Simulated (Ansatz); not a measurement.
A nudged elastic band was laid between two geometries of a periodic cell of 39 atoms, Ba8Ti8O22F (host BaTiO3, host structure Pm-3m, dopant F, one O atom removed), cell charge -1.

Theory: DFT PBE, scalar-relativistic, plane waves, PAW in Ansatz. Settings: PAW set soft_1, cutoff 420 eV, k mesh 2x2x2, fermi-dirac smearing 0.02 eV, no spin polarisation.

| Item | Value |
| --- | --- |
| movable images | 3 |
| climbing image | yes |
| spring | 5.0 eV/Å² |
| optimiser | quadratic models (default) |
| start path | straight line |
| force threshold | 0.05 eV/Å |
| iteration limit | 68 |
| end points | relaxed |

First end point:

```xyz
39
Lattice="8.0146 0.0000 0.0000 0.0000 8.0146 0.0000 0.0000 0.0000 8.0146" Properties=species:S:1:pos:R:3
Ba 1.972 1.949 2.024
Ti 0.001 -0.005 -0.003
O 2.000 -0.005 -0.006
O 0.001 2.021 -0.002
O -0.001 -0.005 1.998
Ba 1.964 1.948 5.976
Ti -0.006 -0.005 4.002
O 2.000 -0.005 4.003
O -0.001 2.002 4.003
O -0.003 -0.005 6.007
Ba 1.972 6.055 2.025
Ti -0.120 4.002 -0.012
F 2.026 4.002 -0.036
O 0.002 5.983 -0.002
O -0.001 4.002 1.984
Ba 1.964 6.057 5.975
Ti -0.005 4.002 4.020
O 2.035 4.002 4.055
O -0.001 6.003 4.002
O 0.007 4.002 6.030
Ba 6.034 1.944 2.030
Ti 3.994 -0.005 -0.027
O 5.997 -0.006 -0.006
O 3.983 2.065 -0.067
O 3.996 -0.005 1.993
Ba 6.033 1.946 5.978
Ti 4.000 -0.005 4.014
O 6.002 -0.005 4.002
O 3.997 2.031 4.043
O 3.996 -0.006 6.003
Ba 6.034 6.060 2.029
Ti 4.124 4.002 0.097
O 5.983 4.002 -0.046
O 3.983 5.939 -0.066
O 4.011 4.002 1.984
Ba 6.033 6.058 5.979
Ti 3.996 4.002 3.903
O 5.978 4.002 4.053
O 3.997 5.973 4.043
```

Last end point:

Only the atoms that move by more than 0.05 Å are listed.
```
F13 3.980 4.007 -1.978
O15 0.050 4.007 1.978
O20 0.054 4.007 6.050
O24 3.946 2.072 -0.019
O33 5.997 4.007 0.011
O34 3.946 5.943 -0.019
```

(1) Which bonds break or form, and what moves?

(2) What energy profile does the band end with?

(3) What is the geometry of the highest image?

Results:

(1) The atom that moves furthest is F13, by 2.75 Å; four of its nearest neighbours are Ti32 2.10, Ti12 2.15, O34 2.75, O24 2.75 Å at the first end and Ti32 2.10, Ti37 2.14, O24 2.75, O34 2.75 Å at the last.

(2) The run converged. The highest image is number 2 of 0 to 4, 1.35 eV above the ends, which have the same energy within 2 meV. By the program's own check the climbing image is of a kind that is not told: the force calls were inconclusive, a negative curvature could not be distinguished from the path's own, the only one lies far off the path, or fixed occupations may fill a level only in part (lowest curvatures found: -2.09 and 1.99 eV/Å²). Limits of this set-up: coarse k mesh, no spin, though dangling bonds at a vacancy may carry it, a small cell, in which the defect meets its images, a typed lattice constant that wasn't relaxed here, charged cell in a uniform background, uncorrected.

```json
{"image": "0", "path coordinate (Å)": "0.00", "energy (eV)": "0.00", "Ba1–F13 (Å)": "2.91", "Ba11–F13 (Å)": "2.91", "Ti12–F13 (Å)": "2.15"}
{"image": "1", "path coordinate (Å)": "0.73", "energy (eV)": "0.61", "Ba1–F13 (Å)": "3.42", "Ba11–F13 (Å)": "3.42", "Ti12–F13 (Å)": "2.52"}
{"image": "2", "path coordinate (Å)": "1.46", "energy (eV)": "1.35", "Ba1–F13 (Å)": "3.95", "Ba11–F13 (Å)": "3.95", "Ti12–F13 (Å)": "3.17"}
{"image": "3", "path coordinate (Å)": "2.19", "energy (eV)": "0.61", "Ba1–F13 (Å)": "4.45", "Ba11–F13 (Å)": "4.45", "Ti12–F13 (Å)": "3.82"}
{"image": "4", "path coordinate (Å)": "2.92", "energy (eV)": "0.00", "Ba1–F13 (Å)": "4.93", "Ba11–F13 (Å)": "4.93", "Ti12–F13 (Å)": "4.40"}
```

(3) 
```xyz
39
Lattice="8.0146 0.0000 0.0000 0.0000 8.0146 0.0000 0.0000 0.0000 8.0146" Properties=species:S:1:pos:R:3:forces:R:3
Ba 1.986 1.923 2.043 0.00 -0.01 0.00
Ti 0.015 -0.003 0.014 0.01 0.00 0.00
O 2.008 -0.003 0.012 0.01 0.00 -0.01
O 0.059 2.038 0.001 -0.02 -0.01 -0.01
O -0.008 -0.003 2.000 0.02 0.00 0.00
Ba 1.934 1.838 5.942 0.01 -0.02 0.01
Ti -0.028 -0.003 3.979 -0.01 0.00 -0.01
O 1.998 -0.003 3.969 0.01 0.00 0.01
O -0.009 2.002 3.998 0.00 0.01 0.00
O -0.038 -0.003 6.005 0.01 0.00 0.01
Ba 1.986 6.087 2.043 0.00 0.01 0.00
Ti -0.147 4.005 -0.018 0.01 0.00 0.04
F 2.791 4.005 -1.217 0.04 0.00 0.04
O 0.059 5.972 0.001 -0.02 0.01 -0.01
O 0.066 4.005 1.946 0.00 0.00 -0.03
Ba 1.934 6.171 5.942 0.01 0.02 0.01
Ti 0.033 4.005 4.040 0.04 0.00 0.04
O 2.025 4.005 4.027 -0.02 0.00 -0.01
O -0.009 6.007 3.998 0.00 -0.01 0.00
O 0.021 4.005 6.033 -0.01 0.00 -0.02
Ba 6.044 1.950 2.037 0.00 0.01 0.00
Ti 4.025 -0.003 0.018 -0.01 0.00 -0.01
O 6.027 -0.003 0.015 0.00 0.00 0.00
O 4.017 2.046 0.009 -0.01 0.00 -0.01
O 4.022 -0.003 2.020 0.00 0.00 -0.01
Ba 6.050 1.923 5.993 0.00 -0.01 0.00
Ti 4.021 -0.003 4.022 0.00 0.00 0.01
O 6.007 -0.003 3.999 0.00 0.00 0.02
O 4.008 2.038 4.066 -0.01 -0.01 -0.02
O 4.019 -0.003 6.015 -0.01 0.00 0.01
Ba 6.044 6.059 2.037 0.00 -0.01 0.00
Ti 4.157 4.005 0.150 -0.03 0.00 -0.03
O 5.998 4.005 -0.050 0.00 0.00 -0.02
O 4.017 5.964 0.009 -0.01 0.00 -0.01
O 3.957 4.005 1.991 -0.02 0.00 0.00
Ba 6.050 6.087 5.993 0.00 0.01 0.00
Ti 3.989 4.005 3.861 0.04 0.00 0.01
O 5.954 4.005 4.074 -0.03 0.00 0.00
O 4.008 5.972 4.066 -0.01 0.01 -0.02
```

Run time: 14 min on 4 threads of AMD EPYC 7R43 64-Core Processor (Zen 3), on a shared host, peak memory 4.2 GiB.
